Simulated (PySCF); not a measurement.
# H3NiO3 (Ni(OH)3): the cost of one run

Computed with PySCF 2.14.0 and routines of our own; the level stands in each step. Atoms count from 0.

### Step 1. The starting structure

7 atoms, charge 0, states of the metal's open shell are computed; geometry from: model start, shaken.

### Step 2. Geometry optimisation at PBE0-D3(BJ)/def2-TZVP

The job: settings as JSON, then the geometry in Å.

```
{"job": {"xc": "PBE0", "basis": "def2-TZVP", "d3": "d3bj", "grid": 1, "maxiter": 45, "kind": "geom"}, "charge": 0, "metal": "Ni", "open_shell": "d7"}
Ni     0.000020     0.004480    -0.004110
O      1.736640    -0.006820    -0.014870
H      2.290900     0.820100    -0.007380
O     -0.884310     1.522890     0.005350
H     -1.836240     1.569240    -0.000440
O     -0.864570    -1.535710    -0.006860
H     -0.480700    -2.402540    -0.027630
```

On the command line:

```
> OMP_NUM_THREADS=1 python lf_run.py task.json out
```

The driver reads the jobs from task.json and runs them one after another.

**Question.** How long does this first job take on 1 thread of AMD EPYC 9R45, shared host, and how much memory does it need?

About 5.3 min, with a peak of 0.65 GiB.
